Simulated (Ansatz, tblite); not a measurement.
# Ge(OEt)H3 (C2H8GeO): one state, many levels

How do method and basis change the picture of Ge(OEt)H3 (C2H8GeO) (singlet)?

Method: as each input shows; program: Ansatz 0.2.0, Gaussian basis.

Plan: GFN1-xTB, GFN2-xTB, PBE-D4/def2-TZVP, r2SCAN-D4/def2-TZVP, ωB97M-V/def2-TZVP, r2SCAN0-D4/def2-TZVP, LDA/def2-TZVP, CAM-B3LYP-D4/def2-TZVP, B97M-V/def2-TZVP, B2PLYP/def2-TZVP, B3LYP-D4/def2-TZVP, PBE+5HF/def2-TZVP, PBE+10HF/def2-TZVP, PBE+15HF/def2-TZVP, PBE+35HF/def2-TZVP, PBE+50HF/def2-TZVP, PBE-D4/def2-SVP, PBE0-D4/def2-SVP, HF/STO-3G, HF/6-31G, B3LYP-D4/6-31G, CCSD(T)/def2-TZVP, RPA/def2-TZVP.

## (1) The relaxed structure

The geometry is that of the singlet, from an earlier relaxation (r2SCAN-D4/def2-SVP).

12 atoms, charge 0, spin multiplicity 1.

Bond lengths: Ge1–O2 1.786 Å, Ge1–H10 1.529 Å, Ge1–H11 1.541 Å, Ge1–H12 1.541 Å, O2–C3 1.416 Å, C3–C4 1.514 Å, C3–H5 1.111 Å, C3–H6 1.111 Å, C4–H7 1.101 Å, C4–H8 1.101 Å, C4–H9 1.101 Å. Angles: O2–Ge1–H10 104.6°, O2–Ge1–H11 109.3°, O2–Ge1–H12 109.2°, H10–Ge1–H11 111.9°, H10–Ge1–H12 111.9°, H11–Ge1–H12 109.8°, Ge1–O2–C3 118.7°, O2–C3–C4 108.6°, O2–C3–H5 110.9°, O2–C3–H6 110.9°, C4–C3–H5 109.9°, C4–C3–H6 109.9°, H5–C3–H6 106.6°, C3–C4–H7 110.9°, C3–C4–H8 110.2°, C3–C4–H9 110.2°, H7–C4–H8 108.7°, H7–C4–H9 108.7° and more.

PBE0-D4/def2-TZVP was run before; its log isn't repeated, and its numbers join the tables.

## (2) GFN1-xTB

Tight binding, by tblite at 300 K electronic temperature and without a spin-polarisation term:

```python
tblite.interface.Calculator('GFN1-xTB', numbers, positions, charge=0, uhf=0).singlepoint()
```

Energy -405.7695 eV, HOMO -12.34 eV, LUMO -6.35 eV; 0.021 s.

## (3) GFN2-xTB

Tight binding, by tblite at 300 K electronic temperature and without a spin-polarisation term:

```python
tblite.interface.Calculator('GFN2-xTB', numbers, positions, charge=0, uhf=0).singlepoint()
```

Energy -390.6724 eV, HOMO -11.23 eV, LUMO -3.66 eV; 0.012 s.

## (4) PBE-D4/def2-TZVP

start.molden holds the orbitals of an earlier run on this state, given as this run's starting guess.

in.yaml reads:

```yaml
crystal:
  periodic: [false, false, false]
  atoms:
    - {symbol: Ge, position_ang: [0.831346, -0.083497, -1.969104]}
    - {symbol: O, position_ang: [0.727776, -0.033484, -0.186991]}
    - {symbol: C, position_ang: [-0.549908, 0.044733, 0.418206]}
    - {symbol: C, position_ang: [-0.373600, 0.052973, 1.921622]}
    - {symbol: H, position_ang: [-1.085470, 0.963237, 0.094550]}
    - {symbol: H, position_ang: [-1.184933, -0.816049, 0.116398]}
    - {symbol: H, position_ang: [-1.347380, 0.114614, 2.431840]}
    - {symbol: H, position_ang: [0.138893, -0.864428, 2.249429]}
    - {symbol: H, position_ang: [0.240073, 0.914000, 2.227840]}
    - {symbol: H, position_ang: [2.329247, -0.162875, -2.265853]}
    - {symbol: H, position_ang: [0.197133, 1.194708, -2.551760]}
    - {symbol: H, position_ang: [0.076814, -1.323942, -2.486177]}
basis:
  gaussian: {orbitals: def2-TZVP, initial_orbitals: start.molden}
hamiltonian: {xc: pbe, dispersion: d4}
scf: {omitted_lower_state_checks: [starts]}
output: {orbitals: {seedname: orbitals}}
```

The run is started by

```bash
$ ansatz run in.yaml --threads 4 --pin off --events-out ev --progress --plain --max-ram 3916MiB
```

After this run come: r2SCAN-D4/def2-TZVP; ωB97M-V/def2-TZVP; r2SCAN0-D4/def2-TZVP; LDA/def2-TZVP; CAM-B3LYP-D4/def2-TZVP; B97M-V/def2-TZVP; B2PLYP/def2-TZVP; B3LYP-D4/def2-TZVP; PBE+5HF/def2-TZVP; PBE+10HF/def2-TZVP; PBE+15HF/def2-TZVP; PBE+35HF/def2-TZVP; PBE+50HF/def2-TZVP; PBE-D4/def2-SVP; PBE0-D4/def2-SVP; HF/STO-3G; HF/6-31G; B3LYP-D4/6-31G; CCSD(T)/def2-TZVP; RPA/def2-TZVP.

**Question.** What will the summary of the whole plan be? Wanted: gap in def2-TZVP, named functionals, smallest and largest; gap over the share of exact exchange; correlation energy, CCSD(T)/def2-TZVP; binding an atom, CCSD(T)/def2-TZVP; PBE0 total energy, smallest basis above largest.

As calculated:

| quantity | value |
| --- | --- |
| gap in def2-TZVP, named functionals, smallest and largest | 5.43 eV (LDA), 12.15 eV (ωB97M-V) |
| gap over the share of exact exchange | 5.62 eV at 0, 10.44 eV at 0.5 |
| correlation energy, CCSD(T)/def2-TZVP | -24.59 eV |
| binding an atom, CCSD(T)/def2-TZVP | 3.488 eV |
| PBE0 total energy, smallest basis above largest | 11.94 eV (def2-SVP, def2-TZVP) |

**Reading.** Over the named functionals in def2-TZVP the gap runs from 5.43 eV (LDA) to 12.15 eV (ωB97M-V); exact exchange widens it. Raising the share of exact exchange from 0 to 0.5 moves the HOMO by -3.11 eV and the LUMO by +1.72 eV. A small miss in a minimal or small basis is a cancelling of errors, not accuracy. The functionals in def2-TZVP miss CCSD(T)/def2-TZVP by +0.071 (r2SCAN0-D4) to +0.604 eV (LDA) an atom. CCSD(T)/def2-TZVP isn't at the basis-set limit; small misses against it rank nothing.
